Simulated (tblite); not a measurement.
# C6H6FNO: the cost of one run

Computed with tblite 0.8.0 and PySCF 2.14.0 and routines of our own; the level stands in each step. Atoms count from 0.

## Step 1: The system as given

15 atoms, charge 0, multiplicity 1; geometry from: force field or distance geometry start.

## Step 2: Optimising the geometry with GFN2-xTB, one coordinate held

Job settings and geometry (Å):

```
{"job": {"kind": "relax", "xc": "GFN2-xTB", "basis": "xTB"}, "charge": 0, "multiplicity": 1}
N      3.872800     1.120900    -1.747600
C      3.177300     0.801100    -0.874800
C      2.358300     0.388300     0.281200
O      1.086700    -0.102900    -0.190200
C      0.236700    -0.435100     0.850200
C     -1.098500    -0.479200     0.705200
C     -1.805600    -1.535400     0.030200
C     -3.127100    -1.557000    -0.089500
F     -3.750800    -2.574000    -0.729000
H      2.179600     1.254800     0.937500
H      2.864200    -0.391000     0.845600
H      0.715800    -0.685300     1.782200
H     -1.689900     0.332200     1.141100
H     -1.225900    -2.359600    -0.390500
H     -3.846900    -0.823300     0.268200
```

Started as:

```console
OMP_NUM_THREADS=1 python excited_run.py task.json out
```

This one command runs all jobs of the session in turn.

Q: Estimate the wall time and peak memory of this first job on 1 thread of Intel Xeon at 2.50GHz, shared host.

About 4.7 s, with a peak of 0.18 GiB.
